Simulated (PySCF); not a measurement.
# C22H14: NMR shifts, electronic excitations, part 2 of 2

PySCF 2.14.0. Atoms count from 0. Earlier steps stand in the parts before.

### Step 4. NMR shifts: GIAO LC-wPBE/MINI

What the job is given:

```
{"job": {"kind": "nmr", "basis": "MINI", "pop": false, "xc": "LC-wPBE"}, "charge": 0, "multiplicity": 1}
C      6.035903     0.219251    -0.914133
C      6.002052     1.172350     0.132472
C      4.827121     1.501823     0.727437
C      3.604274     0.902952     0.315534
C      2.394407     1.221078     0.905368
C      1.191135     0.625225     0.493807
C     -0.032868     0.941586     1.082149
C     -1.224781     0.346225     0.670407
C     -2.460030     0.659719     1.260341
C     -3.638489     0.066118     0.845209
C     -4.893367     0.379381     1.437817
C     -6.036039    -0.218503     1.013586
C     -6.002241    -1.171390    -0.033202
C     -4.827638    -1.500303    -0.629192
C     -3.604865    -0.900801    -0.217798
C     -2.394383    -1.220480    -0.805410
C     -1.191062    -0.624552    -0.394857
C      0.032541    -0.940705    -0.984185
C      1.224360    -0.345243    -0.572085
C      2.459721    -0.659499    -1.161191
C      3.637639    -0.063536    -0.747918
C      4.893016    -0.377883    -1.338834
H      6.984940    -0.024255    -1.369164
H      6.926285     1.631076     0.451214
H      4.793723     2.228659     1.526825
H      2.369074     1.949124     1.705043
H     -0.059133     1.668796     1.882162
H     -2.485406     1.388478     2.059275
H     -4.911740     1.107027     2.236741
H     -6.985431     0.024181     1.468213
H     -6.927036    -1.629883    -0.350765
H     -4.794738    -2.226752    -1.428955
H     -2.368797    -1.947594    -1.605477
H      0.058367    -1.669301    -1.783211
H      2.485307    -1.386388    -1.961751
H      4.911827    -1.104226    -2.138846
```

With the program's defaults for keys left out, this is: GIAO LC-wPBE/MINI NMR shielding, non-relativistic, gas phase.

Standard output:

```text
start: PBE on a coarse grid of 30750 points
cycle   1  E = -839.0157086462  dE =  4.382e+00  |g| = 1.883e-01  |ddm| = 1.114e+01
cycle   2  E = -839.0169782104  dE = -1.270e-03  |g| = 1.801e-01  |ddm| = 7.005e-01
cycle   3  E = -839.0271886049  dE = -1.021e-02  |g| = 5.817e-02  |ddm| = 3.725e-01
cycle   4  E = -839.0282344543  dE = -1.046e-03  |g| = 1.616e-02  |ddm| = 1.197e-01
cycle   5  E = -839.0282621359  dE = -2.768e-05  |g| = 1.364e-02  |ddm| = 5.455e-02
cycle   6  E = -839.0283406098  dE = -7.847e-05  |g| = 3.032e-03  |ddm| = 2.994e-02
final grid: 288883 points
cycle   7  E = -839.4511800388  dE = -9.491e-03  |g| = 3.192e-02  |ddm| = 3.347e-01
cycle   8  E = -839.4522553196  dE = -1.075e-03  |g| = 1.299e-02  |ddm| = 1.020e-01
cycle   9  E = -839.4525508624  dE = -2.955e-04  |g| = 7.235e-03  |ddm| = 6.333e-02
cycle  10  E = -839.4526011270  dE = -5.026e-05  |g| = 3.409e-03  |ddm| = 2.175e-02
cycle  11  E = -839.4526243093  dE = -2.318e-05  |g| = 6.598e-04  |ddm| = 2.392e-02
cycle  12  E = -839.4526247582  dE = -4.489e-07  |g| = 2.546e-04  |ddm| = 2.751e-03
cycle  13  E = -839.4526250023  dE = -2.441e-07  |g| = 7.671e-05  |ddm| = 1.050e-03
converged SCF energy = -839.4526250023

GIAO shielding tensors (ppm)
atom      isotropic    diamagn.    paramagn.     s11        s22        s33       span
  0 C      115.747     244.440    -128.693     36.437     90.808    219.996    183.559
  1 C      115.768     244.329    -128.561     36.535     90.714    220.056    183.521
  2 C      112.587     241.492    -128.905     36.779     93.590    207.393    170.614
  3 C      120.971     232.913    -111.942     45.672     80.028    237.213    191.541
  4 C      112.732     237.836    -125.104     53.597     86.927    197.671    144.073
  5 C      121.454     230.368    -108.914     51.993     73.382    238.987    186.995
  6 C      112.207     237.197    -124.990     54.276     84.389    197.957    143.681
  7 C      121.461     230.345    -108.884     52.072     73.309    239.002    186.930
  8 C      112.714     237.833    -125.119     53.645     86.806    197.692    144.048
  9 C      120.973     232.880    -111.908     45.758     79.993    237.167    191.408
 10 C      112.571     241.427    -128.856     36.749     93.507    207.456    170.707
 11 C      115.743     244.431    -128.688     36.446     90.785    219.997    183.551
 12 C      115.750     244.274    -128.524     36.526     90.681    220.043    183.517
 13 C      112.607     241.411    -128.804     36.809     93.582    207.430    170.621
 14 C      120.991     232.871    -111.881     45.735     80.031    237.207    191.472
 15 C      112.766     237.721    -124.955     53.702     86.886    197.709    144.007
 16 C      121.477     230.269    -108.793     52.058     73.347    239.025    186.967
 17 C      112.220     237.106    -124.886     54.255     84.479    197.925    143.669
 18 C      121.444     230.247    -108.802     52.031     73.309    238.993    186.962
 19 C      112.723     237.708    -124.985     53.643     86.810    197.717    144.074
 20 C      120.979     232.767    -111.789     45.777     80.005    237.154    191.377
 21 C      112.565     241.321    -128.756     36.730     93.507    207.457    170.727
 22 H       22.075      35.233     -13.159     16.409     23.252     26.562     10.153
 23 H       22.084      35.279     -13.194     16.414     23.262     26.577     10.162
 24 H       21.645      28.159      -6.514     14.463     24.263     26.210     11.747
 25 H       21.039      27.989      -6.950     11.330     24.107     27.681     16.351
 26 H       20.707      27.829      -7.121     10.256     23.957     27.910     17.654
 27 H       21.040      27.982      -6.942     11.326     24.110     27.684     16.358
 28 H       21.647      28.154      -6.506     14.464     24.270     26.208     11.744
 29 H       22.076      35.311     -13.235     16.410     23.258     26.559     10.149
 30 H       22.083      35.239     -13.156     16.411     23.268     26.570     10.159
 31 H       21.645      27.959      -6.314     14.464     24.266     26.204     11.740
 32 H       21.047      27.729      -6.682     11.328     24.117     27.695     16.367
 33 H       20.704      27.548      -6.845     10.257     23.954     27.900     17.643
 34 H       21.041      27.710      -6.669     11.327     24.111     27.684     16.357
 35 H       21.649      27.962      -6.313     14.462     24.272     26.212     11.749
```

It took 23 s on 1 thread of Arm Neoverse V1, shared host; peak memory 0.63 GiB.

### Step 5. NMR shifts: GIAO B97-D/6-311G*

Settings changed since step 4:

```diff
@@ -1,2 +1,2 @@
-{"job": {"kind": "nmr", "basis": "MINI", "pop": false, "xc": "LC-wPBE"}, "charge": 0, "multiplicity": 1}
+{"job": {"kind": "nmr", "basis": "6-311G*", "pop": false, "xc": "B97-D", "scf": {"guess": "minao"}}, "charge": 0, "multiplicity": 1}
 C      6.035903     0.219251    -0.914133
```

With the program's defaults for keys left out, this is: GIAO B97-D/6-311G* NMR shielding, non-relativistic, gas phase.

Standard output:

```text
final grid: 288883 points
cycle   1  E = -846.0827433852  dE =  3.748e+00  |g| = 7.514e-01  |ddm| = 6.876e+00
cycle   2  E = -846.0244525244  dE =  5.829e-02  |g| = 8.985e-01  |ddm| = 1.887e+00
cycle   3  E = -846.2466841176  dE = -2.222e-01  |g| = 1.577e-01  |ddm| = 1.104e+00
cycle   4  E = -846.2496994572  dE = -3.015e-03  |g| = 1.092e-01  |ddm| = 2.614e-01
cycle   5  E = -846.2531170129  dE = -3.418e-03  |g| = 3.537e-02  |ddm| = 1.375e-01
cycle   6  E = -846.2534747760  dE = -3.578e-04  |g| = 1.234e-02  |ddm| = 4.519e-02
cycle   7  E = -846.2535021840  dE = -2.741e-05  |g| = 5.703e-03  |ddm| = 1.409e-02
cycle   8  E = -846.2535122988  dE = -1.011e-05  |g| = 1.657e-03  |ddm| = 8.610e-03
cycle   9  E = -846.2535139240  dE = -1.625e-06  |g| = 8.706e-04  |ddm| = 2.672e-03
cycle  10  E = -846.2535137320  dE =  1.920e-07  |g| = 1.369e-04  |ddm| = 9.379e-04
cycle  11  E = -846.2535141603  dE = -4.283e-07  |g| = 8.451e-05  |ddm| = 4.046e-04
converged SCF energy = -846.2535141603

GIAO shielding tensors (ppm)
atom      isotropic    diamagn.    paramagn.     s11        s22        s33       span
  0 C       62.661     250.403    -187.742    -37.364     55.862    169.484    206.848
  1 C       62.696     250.298    -187.601    -37.234     55.736    169.586    206.820
  2 C       58.696     255.798    -197.102    -34.817     56.666    154.237    189.054
  3 C       56.698     255.425    -198.727    -22.660      7.239    185.516    208.176
  4 C       60.048     264.086    -204.038    -17.640     54.917    142.867    160.508
  5 C       58.588     255.734    -197.146    -19.006      6.076    188.694    207.700
  6 C       59.821     264.624    -204.803    -18.066     54.091    143.437    161.504
  7 C       58.582     255.711    -197.129    -18.942      5.981    188.708    207.650
  8 C       60.040     264.057    -204.017    -17.612     54.827    142.905    160.518
  9 C       56.704     255.441    -198.738    -22.550      7.202    185.459    208.009
 10 C       58.685     255.716    -197.031    -34.807     56.531    154.330    189.138
 11 C       62.652     250.344    -187.692    -37.364     55.837    169.483    206.847
 12 C       62.669     250.317    -187.648    -37.270     55.715    169.561    206.831
 13 C       58.726     255.931    -197.205    -34.758     56.645    154.291    189.049
 14 C       56.722     255.539    -198.816    -22.597      7.259    185.505    208.102
 15 C       60.086     264.292    -204.206    -17.562     54.884    142.935    160.497
 16 C       58.605     255.855    -197.250    -18.956      6.020    188.752    207.707
 17 C       59.844     264.821    -204.977    -18.055     54.194    143.393    161.448
 18 C       58.568     255.829    -197.262    -19.002      6.019    188.687    207.689
 19 C       60.044     264.216    -204.172    -17.617     54.808    142.941    160.558
 20 C       56.713     255.514    -198.801    -22.529      7.228    185.441    207.970
 21 C       58.679     255.882    -197.204    -34.833     56.536    154.333    189.166
 22 H       24.963      23.918       1.045     20.461     26.128     28.299      7.838
 23 H       24.972      23.819       1.154     20.466     26.141     28.310      7.844
 24 H       24.403      29.383      -4.980     18.874     24.919     29.416     10.542
 25 H       23.685      34.975     -11.290     16.123     24.530     30.402     14.279
 26 H       23.350      36.012     -12.662     15.077     24.385     30.588     15.511
 27 H       23.690      34.980     -11.290     16.133     24.532     30.406     14.273
 28 H       24.408      29.368      -4.960     18.880     24.925     29.418     10.538
 29 H       24.963      23.816       1.147     20.461     26.131     28.298      7.838
 30 H       24.971      23.888       1.082     20.464     26.142     28.307      7.844
 31 H       24.403      29.552      -5.149     18.876     24.922     29.411     10.535
 32 H       23.692      35.193     -11.501     16.123     24.538     30.415     14.292
 33 H       23.346      36.227     -12.880     15.078     24.382     30.579     15.502
 34 H       23.691      35.191     -11.501     16.134     24.531     30.406     14.272
 35 H       24.410      29.563      -5.154     18.880     24.927     29.421     10.542
```

Wall time 54 s (1 thread of Arm Neoverse V1, shared host); peak memory 0.67 GiB.

### Step 6. What came out

The summary covers parts 1 to 2.

| quantity | value |
| --- | --- |
| 13C shifts against TMS (B3LYP/6-31G*, means over atoms taken as alike) | 123.5, 122.6, 122.5, 122.3, 121.9, 118.4 ppm |
| 1H shifts against TMS (B3LYP/6-31G*, means over atoms taken as alike) | 9.04, 8.70, 8.02, 7.47 ppm |
| runs | 0 failed, 1 ended on unsound input |

What this shows: NICS(1)zz of -22 ppm above the planar ring from C0 marks a diatropic (aromatic) ring current. NICS(1)zz of -34 ppm above the planar ring from C3 marks a diatropic (aromatic) ring current. NICS(1)zz of -37 ppm above the planar ring from C5 marks a diatropic (aromatic) ring current.
